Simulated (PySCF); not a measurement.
**C6H16OSi2: geometry, NMR shifts and electronic excitations**

What NMR shifts and electronic excitations should C6H16OSi2 (`CC(C)[Si@@H]1CC[Si@H](C)O1`) show?

Programs: PySCF 2.14.0, with density-fitted response routines of our own. Each step states its level of theory. These are calculated values for one molecule in the gas phase, unless marked as measured. Atoms are numbered from 0 throughout.

### Step 1. Starting geometry

25 atoms, charge 0, multiplicity 1; geometry from: GFN2-xTB.

Bonds of the start (Å): C0–C1 1.53, C1–C2 1.52, C1–Si3 1.90, Si3–C4 1.91, C4–C5 1.54, C5–Si6 1.91, Si6–C7 1.89, Si6–O8 1.64, O8–Si3 1.64, C0–H9 1.09, C0–H10 1.09, C0–H11 1.09, C1–H12 1.10, C2–H13 1.09, C2–H14 1.09, C2–H15 1.09, Si3–H16 1.47, C4–H17 1.09, C4–H18 1.09, C5–H19 1.09, C5–H20 1.09, Si6–H21 1.46, C7–H22 1.09, C7–H23 1.09, C7–H24 1.09.

### Step 2. Optimising the geometry at PBE0-D3(BJ)/def2-SVP

The job: settings as JSON, then the geometry in Å.

```
{"job": {"xc": "PBE0", "basis": "def2-SVP", "d3": "d3bj", "grid": 1, "kind": "geom"}, "charge": 0, "multiplicity": 1}
C     -2.508931     1.385892    -0.514838
C     -1.839405     0.368289     0.403386
C     -2.864286    -0.637744     0.913783
Si    -0.424109    -0.519429    -0.496044
C      0.700320    -1.593639     0.606377
C      2.122834    -1.463671     0.043986
Si     2.281279     0.273237    -0.735497
C      3.000466     1.591444     0.418192
O      0.686762     0.578793    -0.992267
H     -3.293780     1.927417     0.012883
H     -1.778650     2.101105    -0.883613
H     -2.957455     0.886009    -1.370444
H     -1.442397     0.912092     1.267583
H     -3.290020    -1.195637     0.082907
H     -2.405632    -1.347184     1.598176
H     -3.677026    -0.132698     1.434648
H     -0.875732    -1.226892    -1.699790
H      0.684266    -1.208959     1.628379
H      0.401897    -2.639409     0.665142
H      2.866139    -1.682887     0.810553
H      2.260208    -2.209664    -0.740180
H      2.889232     0.259554    -2.064786
H      2.807312     2.586726     0.030674
H      4.075262     1.475693     0.511521
H      2.570513     1.535707     1.414483
```

**Question.** This job is followed by: GIAO PBE0/pcSseg-1 NMR shielding, non-relativistic, gas phase; TDDFT wB97X-D/def2-SVPD, vertical, gas phase, core orbitals frozen in the response; GIAO B3LYP/pcSseg-1 NMR shielding, non-relativistic, gas phase. Predict these results of the whole session: point group; rotational constants (main isotopes); ¹³C shifts against TMS (PBE0/pcSseg-1); ¹H shifts against TMS (PBE0/pcSseg-1, means over atoms taken as alike); ²⁹Si shifts against TMS (PBE0/pcSseg-1); ¹⁷O shifts against H2O (PBE0/pcSseg-1); lowest singlet (wB97X-D/def2-SVPD); brightest single state of those computed; lowest triplet; vertical ionisation energy (ΔSCF); range of the shift of Si6.

**Answer**, as computed:

```
                                                              quantity                                                           value
                                                           point group                                                              C1
                                  rotational constants (main isotopes)                                            2.00, 0.72, 0.63 GHz
                                ¹³C shifts against TMS (PBE0/pcSseg-1)                             19.1, 18.6, 16.0, 9.9, 7.9, 0.2 ppm
¹H shifts against TMS (PBE0/pcSseg-1, means over atoms taken as alike)  5.11, 4.61, 1.23, 0.99, 0.88, 0.86, 0.84, 0.53, 0.47, 0.15 ppm
                               ²⁹Si shifts against TMS (PBE0/pcSseg-1)                                                  24.1, 18.7 ppm
                                ¹⁷O shifts against H2O (PBE0/pcSseg-1)                                                        61.1 ppm
                                    lowest singlet (wB97X-D/def2-SVPD)                                     7.54 eV (164 nm), f = 0.002
                              brightest single state of those computed                                     state 8, 8.36 eV, f = 0.084
                                                        lowest triplet                                                         7.28 eV
                                     vertical ionisation energy (ΔSCF)                                                         9.52 eV
                                             range of the shift of Si6                                                14.8 to 18.7 ppm
```

Over 9 steps the energy fell by 0.222 eV; of the close pairs, Si3–O8 changed most, 1.639 to 1.684 Å. No frequency check was run at this level, so the end point may be a saddle. The lowest singlet, at 7.54 eV, is HOMO→LUMO+1 0.42, HOMO→LUMO+2 0.23 and is weak; of the 10 states computed, the strongest absorption comes from state 8 at 8.36 eV (the last state computed is bright too, and its partners may lie past the list). The lowest triplet lies 0.27 eV below the lowest singlet (triplets in Tamm-Dancoff, singlets in full TDDFT). The orbital energy would give 9.49 eV for ionisation, ΔSCF gives 9.52 eV. In ppm, Si6 moves most: its shift spreads over 3.9 ppm, from 14.8 (B3LYP/pcSseg-1) to 18.7 (PBE0/pcSseg-1).
